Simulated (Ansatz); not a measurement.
# Hf3ZrTe8: the cost of one run

Program: Ansatz 0.2.0. Level of theory: DFT PBE, scalar-relativistic, plane waves, PAW, unless a step names another level. These are calculated values, not measurements.

## 1. Starting point

It takes space group P2/m (No. 10, monoclinic). The conventional cell has a = 9.944 Å, b = 3.969 Å, c = 9.951 Å, α = 90.00°, β = 92.16°, γ = 90.00°. Around Zr (site symmetry 2/m) lie 6 Te at 2.92 Å. Around Hf (site symmetry m) lie 6 Te at 2.89 to 2.91 Å. Hf (site symmetry 2/m) is surrounded by 6 Te at 2.90 Å. Around Te (site symmetry m) lie 3 Hf at 2.90 to 2.91 Å. Te (site symmetry m) has 3 Hf at 2.90 Å in its first shell of neighbours. Around Te (site symmetry m) lie 1 Hf at 2.89 Å and 2 Zr at 2.92 Å. Te (site symmetry m) is surrounded by 2 Hf at 2.90 Å and 1 Zr at 2.92 Å.

Coordinates:

```cif
data_structure
_symmetry_space_group_name_H-M 'P 1'
_symmetry_Int_Tables_number 1
_cell_length_a 9.9441
_cell_length_b 3.9692
_cell_length_c 9.9512
_cell_angle_alpha 90.000
_cell_angle_beta 92.160
_cell_angle_gamma 90.000
_cell_volume 392.49
loop_
_atom_site_label
_atom_site_type_symbol
_atom_site_fract_x
_atom_site_fract_y
_atom_site_fract_z
_atom_site_occupancy
Zr1 Zr 0.50000 0.50000 0.50000 1
Hf1 Hf 0.74944 0.00000 0.74925 1
Hf2 Hf 0.00000 0.50000 0.00000 1
Hf3 Hf 0.25056 0.00000 0.25075 1
Te1 Te 0.79286 0.00000 0.03981 1
Te2 Te 0.04276 0.50000 0.28980 1
Te3 Te 0.29019 0.00000 0.54010 1
Te4 Te 0.54304 0.50000 0.79170 1
Te5 Te 0.45696 0.50000 0.20830 1
Te6 Te 0.70981 0.00000 0.45990 1
Te7 Te 0.95724 0.50000 0.71020 1
Te8 Te 0.20714 0.00000 0.96019 1
```

It is the end of an earlier relaxation with the same method, from a generated guess; it is a trial structure. At a tolerance of 0.05 Å it has space group P2/m (No. 10); it has 32.71 Å³/atom, an uncorrected energy of -0.84 eV/atom over the elements.

## 2. Bands, states and charges

Input file input.yaml:

```yaml
crystal:
  lattice:
    - [9.9441042, 0.0, 0.0]
    - [0.0, 3.9691638, 0.0]
    - [-0.3750446, 0.0, 9.9440837]
  atoms:
    - { symbol: Zr, position: [0.5, 0.5, 0.5] }
    - { symbol: Hf, position: [0.749441, 0.0, 0.749248] }
    - { symbol: Hf, position: [0.0, 0.5, 0.0] }
    - { symbol: Hf, position: [0.250559, 0.0, 0.250752] }
    - { symbol: Te, position: [0.792863, 0.0, 0.039806] }
    - { symbol: Te, position: [0.042756, 0.5, 0.289802] }
    - { symbol: Te, position: [0.290186, 0.0, 0.540104] }
    - { symbol: Te, position: [0.543036, 0.5, 0.791696] }
    - { symbol: Te, position: [0.456964, 0.5, 0.208304] }
    - { symbol: Te, position: [0.709814, 0.0, 0.459896] }
    - { symbol: Te, position: [0.957244, 0.5, 0.710198] }
    - { symbol: Te, position: [0.207137, 0.0, 0.960194] }
basis:
  ecutwfc: 420
kpoints:
  mp_grid: { grid: [4, 10, 4] }
  band_path:
    path:
      - [0.0, 0.0, 0.0]
      - [0.0, 0.5, 0.0]
      - [0.0, 0.5, 0.5]
      - [0.0, 0.0, 0.5]
      - [0.0, 0.0, 0.0]
      - [-0.5, 0.0, 0.5]
      - [-0.5, 0.5, 0.5]
      - [0.0, 0.5, 0.0]
      - [-0.5, 0.5, 0.0]
      - [-0.5, 0.0, 0.0]
      - [0.0, 0.0, 0.0]
    npoints: 10
hamiltonian:
  xc: pbe
scf:
  occupations: { method: gaussian, width: 0.1 }
  n_extra_bands: 30
output:
  forces: true
  stress: true
  eigenvalues: true
  populations: true
  dos: { projected: true, de: 0.02, nscf_kmesh: { grid: [5, 12, 5] } }
  bader: false
  write_density: true
  write_potential: true
  elf: true
  volumetric_format: npy
```

Run with:

```console
> ansatz run input.yaml --threads 4 --pin off --max-ram 8192MiB --backend cpu --events-out ev --progress --plain --runs-dir out
```

**Question.** How long does this run take on 4 threads of Arm Neoverse N1, shared host, and how much memory does it need?

About 6.6 min, with a peak of 4 GiB.
